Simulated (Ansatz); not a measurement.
# Si4Cl: one candidate of a structure search, part 2 of 2

The task: take a trial cell of Si4Cl to zero force and stress.

Ansatz 0.2.0; DFT PBE, scalar-relativistic, plane waves, PAW. Earlier steps stand in the parts before.

## 4. Final relaxation

The end of the coarse run is made exact in the group found at a tolerance of 0.06 Å and reduced to its primitive cell.

Contents of input.yaml:

```yaml
crystal:
  lattice:
    - [4.6985600282, 0.0, 0.0]
    - [0.0, 4.6985600282, 0.0]
    - [0.0, 0.0, 4.6985600282]
  atoms:
    - { symbol: Si, position: [0.0, 0.0, 0.0] }
    - { symbol: Si, position: [0.5, 0.5, 0.0] }
    - { symbol: Si, position: [0.5, 0.0, 0.5] }
    - { symbol: Si, position: [0.0, 0.5, 0.5] }
    - { symbol: Cl, position: [0.5, 0.5, 0.5] }
basis:
  ecutwfc: 420
kpoints:
  mp_grid: { grid: [8, 8, 8] }
hamiltonian:
  xc: pbe
scf:
  occupations: { method: gaussian, width: 0.1 }
output:
  forces: true
  stress: true
  eigenvalues: true
  write_density: true
  write_potential: true
  elf: true
  volumetric_format: npy
relax:
  adjacent_minimum: "off"
  f_tol: 0.01
  max_steps: 80
  cell: { stress_tol: 0.05 }
```

The run is started by

```bash
$ ansatz run input.yaml --threads 1 --pin off --max-ram 2560MiB --backend cpu --events-out ev --progress --plain --runs-dir out
```

The program printed:

```text
Warning: RAYON_NUM_THREADS=1 ignored (pool sized by the plan → 1); use --threads N
Engine: ansatz 0.2.0, x86_64-unknown-linux-gnu
Pseudopotentials: kind: paw
Pseudopotential: Si, paw, valence charge 4, recommended cutoff 420 eV (normal), Si.paw.azcp
Pseudopotential: Cl, paw, valence charge 7, recommended cutoff 420 eV (normal), Cl.paw.azcp
Functional definition: PBE
  parameter kappa = 0.804
  parameter beta = 0.06672455060314922
  exchange = pbe_x(kappa = kappa, mu = beta*pi^2/3)
  correlation = pbe_c(beta = beta)
Crystal: 5 atoms, lattice volume = 103.728 Å³
Basis set: ecut = 420 eV, 2007 PW (Γ), exchange–correlation on 64×64×64 points (8 copies of the dense FFT grid, shifted against one another)
Bands: 17, of which v1, the nominal top of the filled ones, is band 12 counted from 1 (11 counted from 0)
Symmetry: 48 space group operations
Space group: Pm-3m (ITA 221), of the structure as read, at distance tolerance 4.7e-5 Å
k-points: 35 of 512
Non-local potential: Si, projectors of the file, l = 0: 2, l = 1: 2, l = 2: 2
Non-local potential: Cl, projectors of the file, l = 0: 2, l = 1: 2, l = 2: 2
PAW form: soft (Blöchl's): semilocal exchange-correlation on the pseudo side does not see the compensation charge
PAW one-centre angular grid: Si, 110 points (default); XC on 64 Gauss nodes
PAW one-centre angular grid: Cl, 110 points (default); XC on 64 Gauss nodes
Initial density: superposition of atomic densities (neutral atoms: chi_scale 0, normalization atom), corrected by the library's trained network
Initial wavefunctions: pseudopotential atomic-orbital guess
Functional: x = pbe(κ = 0.804, μ = 0.2195149727645171), c = pbe(β = 0.06672455060314922)
SCF iter   1: F=—  HF=-3615.971206 eV  |F-HF|=—  |Δ(HF+E_count)|=         —  Δρ=1.73e-3  dr2=5.24e-3  ethr=1.77e-3  ⟨swp⟩=6.2  Hψ=3485  notcnv=0
preconditioner: auto → Kerker (q_TF=auto, 2.123 Å⁻¹)  [metal: Δε(μ)=0.031 eV  Ē_g=7.160 eV  σ=0.100 eV  W_gap=0.17  n_scr=18 (ndim 8)  ℏωp=16.7 eV  f_vac=0.000  D(μ)=3.07/eV (n_scr^D=18)]
SCF iter   2: F=—  HF=-3615.971808 eV  |F-HF|=—  |Δ(HF+E_count)|=   6.02e-4  Δρ=1.09e-3  dr2=2.79e-3  ethr=2.28e-5  ⟨swp⟩=1.8  Hψ=1112  notcnv=0
SCF iter   3: F=—  HF=-3615.972030 eV  |F-HF|=—  |Δ(HF+E_count)|=   2.22e-4  Δρ=3.87e-4  dr2=4.98e-4  ethr=1.21e-5  ⟨swp⟩=2.0  Hψ=809  notcnv=0
SCF iter   4: F=—  HF=-3615.971930 eV  |F-HF|=—  |Δ(HF+E_count)|=   9.94e-5  Δρ=1.05e-4  dr2=1.97e-5  ethr=2.16e-6  ⟨swp⟩=2.2  Hψ=722  notcnv=0
SCF iter   5: F=—  HF=-3615.972024 eV  |F-HF|=—  |Δ(HF+E_count)|=   9.34e-5  Δρ=2.24e-5  dr2=8.48e-7  ethr=8.55e-8  ⟨swp⟩=2.3  Hψ=773  notcnv=0
SCF iter   6: F=-3615.972024 eV  HF=-3615.972024 eV  |F-HF|=1.66e-8  |Δ(HF+E_count)|=   6.07e-8  Δρ=5.27e-6  dr2=3.82e-8  ethr=4.35e-10  ⟨swp⟩=10.7  Hψ=4446  notcnv=0
SCF 1 converged in 6 iterations: F = -3615.972024 eV  dr2 = 3.82e-8
relax step   1: F+E_penalty+E_count = -3615.97202387 eV  Δ(F+E_penalty+E_count) = +0.000e0 eV  max|allowed force component| = 2.820e-30 eV/Å  Δτ_max = 0.0000 Å  P = +0.971 GPa  Ω = 103.728 Å³  (6 SCF iters, dr2 threshold 1.00e-7 eV, accepted)
Crystal: 5 atoms, lattice volume = 104.849 Å³
Basis set: ecut = 420 eV, 2103 PW (Γ), exchange–correlation on 64×64×64 points (8 copies of the dense FFT grid, shifted against one another)
Initial density: handed on by an earlier stage of this run
Initial wavefunctions: those handed on with the density
iter 1 solved again at ethr=1.10e-6 eV; its pass at ethr=3.10e-3 eV (dr2=2.54e-4 eV) is discarded
SCF iter   1: F=—  HF=-3615.977062 eV  |F-HF|=—  |Δ(HF+E_count)|=         —  Δρ=3.38e-4  dr2=2.39e-4  ethr=1.10e-6  ⟨swp⟩=2.4  Hψ=3655  notcnv=0
preconditioner: auto → Kerker (q_TF=auto, 2.119 Å⁻¹)  [metal: Δε(μ)=0.061 eV  Ē_g=7.126 eV  σ=0.100 eV  W_gap=0.32  n_scr=18 (ndim 8)  ℏωp=16.6 eV  f_vac=0.000  D(μ)=2.97/eV (n_scr^D=18)]
SCF iter   2: F=—  HF=-3615.977113 eV  |F-HF|=—  |Δ(HF+E_count)|=   5.10e-5  Δρ=1.73e-4  dr2=5.92e-5  ethr=1.04e-6  ⟨swp⟩=2.5  Hψ=857  notcnv=0
SCF iter   3: F=—  HF=-3615.977102 eV  |F-HF|=—  |Δ(HF+E_count)|=   1.07e-5  Δρ=4.72e-5  dr2=3.44e-6  ethr=2.57e-7  ⟨swp⟩=2.3  Hψ=882  notcnv=0
SCF iter   4: F=-3615.977102 eV  HF=-3615.977102 eV  |F-HF|=3.83e-9  |Δ(HF+E_count)|=   3.90e-7  Δρ=5.96e-6  dr2=4.53e-8  ethr=2.17e-9  ⟨swp⟩=10.7  Hψ=4773  notcnv=0
SCF 2 converged in 4 iterations: F = -3615.977102 eV  dr2 = 4.53e-8
relax step   2: F+E_penalty+E_count = -3615.97710163 eV  Δ(F+E_penalty+E_count) = -5.078e-3 eV  max|allowed force component| = 7.468e-30 eV/Å  Δτ_max = 0.0000 Å  P = +0.514 GPa  Ω = 104.849 Å³  energy of the carried Pulay correction = -1.065e-4 eV  (4 SCF iters, dr2 threshold 5.00e-7 eV, accepted)
Crystal: 5 atoms, lattice volume = 106.141 Å³
iter 1 solved again at ethr=1.56e-6 eV; its pass at ethr=3.10e-3 eV (dr2=3.60e-4 eV) is discarded
SCF iter   1: F=—  HF=-3615.979079 eV  |F-HF|=—  |Δ(HF+E_count)|=         —  Δρ=3.89e-4  dr2=3.34e-4  ethr=1.56e-6  ⟨swp⟩=2.4  Hψ=3665  notcnv=0
preconditioner: auto → Kerker (q_TF=auto, 2.114 Å⁻¹)  [metal: Δε(μ)=0.077 eV  Ē_g=7.079 eV  σ=0.100 eV  W_gap=0.40  n_scr=18 (ndim 8)  ℏωp=16.5 eV  f_vac=0.000  D(μ)=2.90/eV (n_scr^D=18)]
SCF iter   2: F=—  HF=-3615.979116 eV  |F-HF|=—  |Δ(HF+E_count)|=   3.69e-5  Δρ=1.97e-4  dr2=8.31e-5  ethr=1.45e-6  ⟨swp⟩=2.5  Hψ=835  notcnv=0
SCF iter   3: F=—  HF=-3615.979100 eV  |F-HF|=—  |Δ(HF+E_count)|=   1.56e-5  Δρ=5.53e-5  dr2=4.94e-6  ethr=3.61e-7  ⟨swp⟩=2.3  Hψ=874  notcnv=0
SCF iter   4: F=-3615.979100 eV  HF=-3615.979100 eV  |F-HF|=5.85e-9  |Δ(HF+E_count)|=   5.92e-7  Δρ=6.90e-6  dr2=6.06e-8  ethr=2.17e-9  ⟨swp⟩=7.9  Hψ=4573  notcnv=0
SCF 3 converged in 4 iterations: F = -3615.979100 eV  dr2 = 6.06e-8
relax step   3: F+E_penalty+E_count = -3615.97909987 eV  Δ(F+E_penalty+E_count) = -1.998e-3 eV  max|allowed force component| = 1.302e-30 eV/Å  Δτ_max = 0.0000 Å  P = +0.016 GPa  Ω = 106.141 Å³  energy of the carried Pulay correction = -2.278e-4 eV  (4 SCF iters, dr2 threshold 5.00e-7 eV, accepted)
Initial wavefunctions: pseudopotential atomic-orbital guess (no wavefunctions were taken with the density)
iter 1 solved again at ethr=1.04e-6 eV; its pass at ethr=3.10e-3 eV (dr2=2.38e-4 eV) is discarded
SCF iter   1: F=—  HF=-3615.979253 eV  |F-HF|=—  |Δ(HF+E_count)|=         —  Δρ=1.52e-5  dr2=7.24e-8  ethr=1.04e-6  ⟨swp⟩=2.9  Hψ=4953  notcnv=0
eigensolver tolerance schedule: the retry pair's looser diagonalisation over-reported the residual by 3289.63 of it (diagonalisation noise at an unbounded share of the residual, at the tolerance the schedule requests for it); recorded, not acted on — ethr = c·dr2/N_el stays at c = 1.0e-1
preconditioner: auto → Kerker (q_TF=auto, 2.114 Å⁻¹)  [metal: Δε(μ)=0.079 eV  Ē_g=7.076 eV  σ=0.100 eV  W_gap=0.40  n_scr=18 (ndim 8)  ℏωp=16.5 eV  f_vac=0.000  D(μ)=2.89/eV (n_scr^D=18)]
SCF iter   2: F=—  HF=-3615.979362 eV  |F-HF|=—  |Δ(HF+E_count)|=   1.08e-4  Δρ=8.56e-6  dr2=3.74e-8  ethr=3.15e-10  ⟨swp⟩=2.5  Hψ=1117  notcnv=0
SCF iter   3: F=—  HF=-3615.979362 eV  |F-HF|=—  |Δ(HF+E_count)|=   2.02e-7  Δρ=1.82e-6  dr2=3.15e-9  ethr=1.63e-10  ⟨swp⟩=2.0  Hψ=869  notcnv=0
SCF iter   4: F=—  HF=-3615.979362 eV  |F-HF|=—  |Δ(HF+E_count)|=  9.25e-10  Δρ=1.02e-6  dr2=4.29e-10  ethr=1.37e-11  ⟨swp⟩=2.8  Hψ=1001  notcnv=0
SCF iter   5: F=-3615.979362 eV  HF=-3615.979362 eV  |F-HF|=4.55e-12  |Δ(HF+E_count)|=   2.15e-9  Δρ=9.81e-8  dr2=1.35e-11  ethr=1.00e-12  ⟨swp⟩=5.1  Hψ=3089  notcnv=0
SCF 4 converged in 5 iterations: F = -3615.979362 eV  dr2 = 1.35e-11
relax step   4: F+E_penalty+E_count = -3615.97936191 eV  Δ(F+E_penalty+E_count) = -2.620e-4 eV  max|allowed force component| = 1.246e-30 eV/Å  Δτ_max = 0.0000 Å  P = +0.021 GPa  Ω = 106.141 Å³  stress off target by 2.05e-2 GPa  SCF on the basis re-selected at this cell (its energy is not comparable with the rows above)  (5 SCF iters)
basis re-selected at this cell: Δ(F+E_penalty+E_count) = -2.620e-4 eV, ΔP = +0.005 GPa vs the last step (what re-selecting the basis moved, of the pressure what is left beyond the Pulay correction that the steps carried, after the strain that the cell walked since its last selection, with what the two solves' SCF thresholds leave and, on support functions, any second-order correction that the steps lacked; it is no measure of the basis error at this ecutwfc). This SCF's stress stands 2.05e-2 GPa from its target on what of the cell is left free (relax.cell.stress_tol is 5.00e-2 GPa) and its largest allowed force component is 1.25e-30 eV/Å (relax.f_tol is 1.00e-2 eV/Å): within both
SCF converged after 5 iterations
Free energy (F): -3615.979362 eV
Harris-Foulkes:  -3615.979362 eV  (|F-HF|=4.55e-12)
Internal energy: -3615.964903 eV  (E = F + TS)
E sigma→0 (E₀):  -3615.972133 eV
Entropy (-TS):   -0.014459 eV (-2.892 meV/atom)
Fermi energy:    6.600621 eV
--- Per-component energies (eV) ---
  E_band       = -3.459932
  E_kinetic    = 308.691323
  E_local      = -417.089845  (includes V_loc(G=0)·N_el)
  E_nonlocal   = 133.615680
  E_hartree    = 137.881128
  E_xc         = -323.308654
  E_vxc        = -302.438304  (∫ρ·V_xc dr)
  E_paw        = -2705.341171  (= ΣΔE_a)
  E_vpaw       = -2.001137  (= ΣTr[D̂ρ^β])
  E_aug_tail   = 0.000129  (compensation charges beyond the density's cutoff)
  E_ewald      = -750.413494
  E_smearing   = -0.014459  (= −TS)
  E_closure    = 0.000000  (closes the sum)
  Σ components = -3615.979362   (vs F -3615.979362, Δ=0.00e0)
--- Forces (eV/Å), atoms counted from 1 ---
  atom   1  Si     0.00000000    -0.00000000     0.00000000
  atom   2  Si    -0.00000000     0.00000000     0.00000000
  atom   3  Si     0.00000000    -0.00000000     0.00000000
  atom   4  Si    -0.00000000     0.00000000     0.00000000
  atom   5  Cl    -0.00000000    -0.00000000     0.00000000
  max |Σ_I F_I| component: 1.66e-30 eV/Å
--- Stress (GPa, compression-positive) ---
        0.020526       0.000000      -0.000000
        0.000000       0.020526       0.000000
       -0.000000       0.000000       0.020526
  P = ⅓ Tr σ = 0.0205 GPa (0.205 kbar)
--- Band table (eV; the first three rows and the last of 35) ---
  k-point 0: bands = ["-13.3206", "-2.5475", "-2.5475", "-2.5475", "-2.5098", "0.2725", "0.2725", "2.4225", "4.9718", "4.9718", "4.9718", "7.7502", "7.7502", "7.7502", "9.3807", "9.3807", "9.3807"]
  k-point 1: bands = ["-13.3100", "-3.1650", "-2.5325", "-2.5325", "-2.0374", "0.3015", "0.6138", "2.1763", "4.9201", "4.9201", "5.3218", "7.3753", "7.3834", "7.3834", "9.4456", "10.0916", "10.0916"]
  k-point 2: bands = ["-13.2841", "-3.7733", "-2.4958", "-2.4958", "-1.6323", "0.3746", "0.8045", "2.3605", "4.7586", "4.7586", "6.0328", "6.7203", "7.0218", "7.0218", "9.6183", "9.6221", "9.7916"]
  k-point 34: bands = ["-13.1078", "-3.8720", "-3.8720", "-3.8720", "-0.0535", "2.2011", "2.2011", "2.2011", "4.0071", "4.0071", "4.0071", "7.1907", "7.1911", "7.1911", "10.0922", "10.0922", "10.0922"]
--- Relaxed structure (3 steps of the walk, 3 accepted, 1 SCFs on fresh bases) ---
  F+E_penalty+E_count = -3615.97936191 eV   max|allowed force component| = 1.246e-30 eV/Å   (the final SCF, on the basis selected at the relaxed cell)
  cell:  # Å, volume = 106.1408 Å³
    - [4.734717391230586, 2.311115933264683e-33, 0.0]
    - [2.5679065925163143e-34, 4.734717391230586, -9.62964972193618e-35]
    - [1.2839532962581572e-34, -9.62964972193618e-35, 4.734717391230586]
  atoms:
    - { symbol: Si, position: [-1.0930610983588145e-35, 6.137794253598331e-38, -3.4158159322620764e-37] }
    - { symbol: Si, position: [0.5, 0.5, -2.1348849578628613e-38] }
    - { symbol: Si, position: [0.5, 4.803491154762994e-38, 0.5] }
    - { symbol: Si, position: [2.7326527458376196e-36, 0.5, 0.5] }
    - { symbol: Cl, position: [0.5, 0.5, 0.5] }
```

Wall time 9.4 s (1 thread of Intel Xeon 6975P-C (Granite Rapids), shared host); peak memory 0.42 GiB.

The steps of the relaxation:

| step | E - E(step 1) (eV/cell) | largest force component (eV/Å) | pressure (GPa) | volume (Å³) |
| --- | --- | --- | --- | --- |
| 1 | 0.0000 | 0.0000 | 0.97 | 103.73 |
| 2 | -0.0051 | 0.0000 | 0.51 | 104.85 |
| 3 | -0.0071 | 0.0000 | 0.02 | 106.14 |
| 4 | -0.0073 | 0.0000 | 0.02 | 106.14 |

Step 1 is the start. Step 4 repeats the geometry before it on a plane-wave basis chosen anew for that cell, so its energy need not be comparable with the rows above.

|  | before | after | change |
| --- | --- | --- | --- |
| a (Å) | 4.699 | 4.735 | +0.8 % |
| b (Å) | 4.699 | 4.735 | +0.8 % |
| c (Å) | 4.699 | 4.735 | +0.8 % |
| volume (Å³/atom) | 20.75 | 21.23 | +2.3 % |
| shortest distance (Å) | 2.349 | 2.367 | +0.8 % |
| space group (0.01 Å) | Pm-3m | Pm-3m | same |

Forces and stress were held to the start's 48 operations: a distortion of lower symmetry was not tested.

Density in a lattice plane of the grid's cell (edges 4.73 and 4.73 Å, at 0.500 of the third edge), which holds Si and Cl.

Ten even steps from ' ' (-0.21 e/Å³) to '@' (1.77 e/Å³):
```
............::::::::::......::::::::::..........
..............::::::::::::::::::::::............
..............::::::::::::::::::::::............
................::::::::--::::::::..............
::::............::::::------::::::............::
::::::::......::::--====++====--::::......::::::
::::::::::::::::--==**##%%##**==--::::::::::::::
::::::::::::::--==##@@@@@@@@@@##==--::::::::::::
....::::::::--==**@@@@**==**@@@@**==--::::::::..
....::::------==##@@@@--  --@@@@##==------::::..
....::::::::--==**@@@@**==**@@@@**==--::::::::..
::::::::::::::--==##@@@@@@@@@@##==--::::::::::::
::::::::::::::::--==**##%%##**==--::::::::::::::
::::::::......::::--====++====--::::......::::::
::::............::::::------::::::............::
................::::::::--::::::::..............
..............::::::::::::::::::::::............
..............::::::::::::::::::::::............
............::::::::::......::::::::::..........
............::::::::::......::::::::::..........
```
Columns run along the first of these edges and rows up along the second, over one cell in 24 and 20 even steps from the bottom left corner. Atoms in the plane (fractional): Si at (0.50, 1.00), Si at (0.00, 0.50), Cl at (0.50, 0.50).

ELF in the same plane.

Values, 12 rows by 12 columns:
```
0.10 0.12 0.27 0.68 0.82 0.59 0.51 0.59 0.82 0.68 0.27 0.12
0.35 0.27 0.19 0.31 0.51 0.58 0.60 0.58 0.51 0.31 0.19 0.27
0.79 0.68 0.31 0.14 0.23 0.44 0.55 0.44 0.23 0.14 0.31 0.68
0.87 0.82 0.51 0.23 0.53 0.80 0.84 0.80 0.53 0.23 0.51 0.82
0.65 0.59 0.58 0.44 0.80 0.81 0.69 0.81 0.80 0.44 0.58 0.59
0.86 0.51 0.60 0.55 0.84 0.69 0.21 0.69 0.84 0.55 0.60 0.51
0.65 0.59 0.58 0.44 0.80 0.81 0.69 0.81 0.80 0.44 0.58 0.59
0.87 0.82 0.51 0.23 0.53 0.80 0.84 0.80 0.53 0.23 0.51 0.82
0.79 0.68 0.31 0.14 0.23 0.44 0.55 0.44 0.23 0.14 0.31 0.68
0.35 0.27 0.19 0.31 0.51 0.58 0.60 0.58 0.51 0.31 0.19 0.27
0.10 0.12 0.27 0.68 0.82 0.59 0.51 0.59 0.82 0.68 0.27 0.12
0.06 0.10 0.35 0.79 0.87 0.65 0.86 0.65 0.87 0.79 0.35 0.10
```
Columns run along the first of these edges and rows up along the second, over one cell in 12 and 12 even steps from the bottom left corner. Atoms in the plane (fractional): Si at (0.50, 1.00), Si at (0.00, 0.50), Cl at (0.50, 0.50).

Both are smooth fields of the valence electrons: close to the nuclei they are not physical.

Maxima of ELF outside the ion cores: 0.89 beside Si, off the lines to its neighbours, 0.9 Å from Si; 0.84 in the shell around Cl, 0.8 Å from Cl; 0.83 in the shell around Si, 0.9 Å from Si.

## 5. Changed: dispersion d3bjatm, occupations.method methfessel_paxton, occupations.width 0.2

Contents of input.yaml:

```yaml
crystal:
  lattice:
    - [4.7347173912, 0.0, 0.0]
    - [0.0, 4.7347173912, 0.0]
    - [0.0, 0.0, 4.7347173912]
  atoms:
    - { symbol: Si, position: [0.0, 0.0, 0.0] }
    - { symbol: Si, position: [0.5, 0.5, 0.0] }
    - { symbol: Si, position: [0.5, 0.0, 0.5] }
    - { symbol: Si, position: [0.0, 0.5, 0.5] }
    - { symbol: Cl, position: [0.5, 0.5, 0.5] }
basis:
  ecutwfc: 420
kpoints:
  mp_grid: { grid: [8, 8, 8] }
hamiltonian:
  xc: pbe
  dispersion: d3bjatm
scf:
  occupations: { method: methfessel_paxton, width: 0.2 }
output:
  forces: true
  eigenvalues: true
  stress: true
```

The run is started by

```bash
$ ansatz run input.yaml --threads 1 --pin off --max-ram 2560MiB --backend cpu --events-out ev --progress --plain --runs-dir out
```

The program printed, cut to the lines that bear on the results:

```text
Warning: RAYON_NUM_THREADS=1 ignored (pool sized by the plan → 1); use --threads N
[...]
Pseudopotentials: kind: paw
Pseudopotential: Si, paw, valence charge 4, recommended cutoff 420 eV (normal), Si.paw.azcp
Pseudopotential: Cl, paw, valence charge 7, recommended cutoff 420 eV (normal), Cl.paw.azcp
Functional definition: PBE
[...]
Crystal: 5 atoms, lattice volume = 106.141 Å³
Basis set: ecut = 420 eV, 2103 PW (Γ), exchange–correlation on 64×64×64 points (8 copies of the dense FFT grid, shifted against one another)
Bands: 17, of which v1, the nominal top of the filled ones, is band 12 counted from 1 (11 counted from 0)
Symmetry: 48 space group operations
Space group: Pm-3m (ITA 221), of the structure as read, at distance tolerance 4.7e-5 Å
k-points: 35 of 512
[...]
SCF iter   1: F=—  HF=-3617.869244 eV  |F-HF|=—  |Δ(HF+E_count)|=         —  Δρ=1.78e-3  dr2=4.82e-3  ethr=1.77e-3  ⟨swp⟩=5.8  Hψ=3395  notcnv=0
[...]
Free energy (F): -3617.870093 eV
[...]
E sigma→0 (E₀):  -3617.871235 eV
Entropy (-TS):   0.004566 eV (0.913 meV/atom)
Fermi energy:    6.600952 eV
[...]
--- Forces (eV/Å), atoms counted from 1 ---
  atom   1  Si    -0.00000000     0.00000000    -0.00000000
  atom   2  Si    -0.00000000    -0.00000000     0.00000000
  atom   3  Si    -0.00000000    -0.00000000     0.00000000
  atom   4  Si     0.00000000     0.00000000     0.00000000
  atom   5  Cl    -0.00000000     0.00000000     0.00000000
[...]
--- Stress (GPa, compression-positive) ---
       -1.852381       0.000000      -0.000000
        0.000000      -1.852381       0.000000
       -0.000000       0.000000      -1.852381
  P = ⅓ Tr σ = -1.8524 GPa (-18.524 kbar)
--- Band table (eV; the first three rows and the last of 35) ---
  k-point 0: bands = ["-13.3232", "-2.5496", "-2.5496", "-2.5496", "-2.5099", "0.2722", "0.2722", "2.4219", "4.9717", "4.9717", "4.9717", "7.7503", "7.7503", "7.7503", "9.3799", "9.3799", "9.3799"]
[...]
```

Run time: 1.9 s. Hardware: 1 thread of Intel Xeon 6975P-C (Granite Rapids), shared host; peak memory 0.4 GiB.

```csv
run,ending,energy change,pressure (GPa),gap (eV),force (eV/Å),cycles,time
step 4,converged,0,0.0,0.00,0.00,-,9.4 s
variant,converged,-379.8 meV/atom (σ→0) (offset of the dispersion model),-1.9,0.00,0.00,6,1.9 s
```

Changing the dispersion term and smearing moves the energy by -379.8 meV/atom (σ→0 values), and the pressure goes from 0.0 to -1.9 GPa.

## 6. Outcome

What follows sums up all 2 parts. Changes of volume or cell count from the first structure of part 1.

| quantity | value |
| --- | --- |
| symmetry at the end (tolerance 0.05 Å) | space group Pm-3m (No. 221) |
| conventional cell | a = 4.735 Å, b = 4.735 Å, c = 4.735 Å, α = 90.00°, β = 90.00°, γ = 90.00° |
| volume | 21.23 Å³/atom |
| energy over the elements (uncorrected; H, N, O, F and Cl as molecules) | +1.34 eV/atom |
| gap on the mesh | none (metal) |

What this shows: The space group Pm-3m (No. 221) is kept, and the volume per atom grows by 16.7 % from the first guess. With a positive formation energy it can't be a ground state. No finished test with a distortion of lower symmetry is shown, so the end may be a saddle point. The final runs have no spin polarisation, so no magnetic state was tried and one may lie lower.
